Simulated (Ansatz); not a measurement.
**C2H6FNOSi: up Jacob's ladder to CCSD(T)**

An exercise on one series of results from a longer session: the logs are not shown, and one member is left open.

The runs use Ansatz 0.2.0, Gaussian basis; functionals in def2-TZVPP, the program's frozen cores in correlated methods.

Plan: PBE-D4, r2SCAN-D4, PBE0-D4, B3LYP-D4, ωB97X-V, ωB97M-V, B2PLYP; CCSD(T)/def2-TZVPP; MP2/def2-QZVPP; extrapolation to the limit.

**The relaxed structure**

The geometry comes from an earlier relaxation with PBE0-D4 in a triple-zeta def2 set; it is a stationary point, not always the lowest conformer.

SMILES `COC(=N)[SiH2]F`, 12 atoms, charge 0, spin multiplicity 1.

Atoms are counted from 1 here; the program's logs count them from 0.

Bond lengths: C1–O2 1.425 Å, C1–H7 1.088 Å, C1–H8 1.091 Å, C1–H9 1.091 Å, O2–C3 1.342 Å, C3–N4 1.265 Å, C3–Si5 1.890 Å, N4–H10 1.016 Å, Si5–F6 1.601 Å, Si5–H11 1.480 Å, Si5–H12 1.480 Å. Angles: O2–C1–H7 105.8°, O2–C1–H8 110.5°, O2–C1–H9 110.5°, H7–C1–H8 110.8°, H7–C1–H9 110.8°, H8–C1–H9 108.5°, C1–O2–C3 116.3°, O2–C3–N4 121.8°, O2–C3–Si5 111.3°, N4–C3–Si5 126.9°, C3–N4–H10 110.9°, C3–Si5–F6 105.3°, C3–Si5–H11 111.3°, C3–Si5–H12 111.3°, F6–Si5–H11 108.6°, F6–Si5–H12 108.6°, H11–Si5–H12 111.4°.

The first run:

in.yaml reads:

```yaml
crystal:
  periodic: [false, false, false]
  atoms:
    - {symbol: C, position_ang: [0.883678, -1.443198, 1.264530]}
    - {symbol: O, position_ang: [0.371395, -0.957804, 0.026975]}
    - {symbol: C, position_ang: [-0.100197, 0.298342, 0.030974]}
    - {symbol: N, position_ang: [-0.090389, 1.011500, 1.075615]}
    - {symbol: Si, position_ang: [-0.741565, 0.795740, -1.675565]}
    - {symbol: F, position_ang: [-1.264670, 2.299246, -1.507774]}
    - {symbol: H, position_ang: [1.214180, -2.460945, 1.068670]}
    - {symbol: H, position_ang: [0.107643, -1.429103, 2.031662]}
    - {symbol: H, position_ang: [1.716296, -0.824230, 1.602987]}
    - {symbol: H, position_ang: [-0.484892, 1.929993, 0.892108]}
    - {symbol: H, position_ang: [-1.877187, -0.056583, -2.093188]}
    - {symbol: H, position_ang: [0.342610, 0.781743, -2.682993]}
basis:
  gaussian: {orbitals: def2-TZVPP}
hamiltonian: {xc: pbe, dispersion: d4}
output: {forces: true, orbitals: {seedname: orbitals}}
```

Started as:

```
$ ansatz run in.yaml --threads 4 --pin off --events-out ev --progress --plain --max-ram 10444MiB
```

Among the steps run: PBE-D4 (GGA); r2SCAN-D4 (meta-GGA); PBE0-D4 (hybrid); B3LYP-D4 (hybrid); ωB97X-V (range-separated); ωB97M-V (range-separated); B2PLYP (double hybrid); CCSD(T) in def2-TZVPP; MP2 in def2-QZVPP.

One table of the session follows, with a row left open; its other results are not shown here.

```
            method  atomisation energy (kJ/mol)
            PBE-D4                       4751.7
         r2SCAN-D4                       4638.4
           PBE0-D4                       4628.2
          B3LYP-D4                       4637.5
           ωB97X-V                       4651.9
           ωB97M-V                       4648.9
            B2PLYP                       4589.1
     HF/def2-TZVPP                       3251.5
    MP2/def2-TZVPP                       4599.9
   CCSD/def2-TZVPP                       4417.1
CCSD(T)/def2-TZVPP                       4498.2
           MP2/CBS                            ?
       CCSD(T)/CBS                       4634.8
```

Estimate the missing values for MP2/CBS.

**Answer.** atomisation energy (kJ/mol): 4736.5. In the column «atomisation energy (kJ/mol)» it lies between ωB97X-V (4651.9) and PBE-D4 (4751.7).

Limits of these values: Free atoms (2 C, 1 O, 1 N, 1 Si, 1 F, 6 H) were run apart at each level; the atomisation energy is their sum less the molecule, without zero-point or spin-orbit terms.
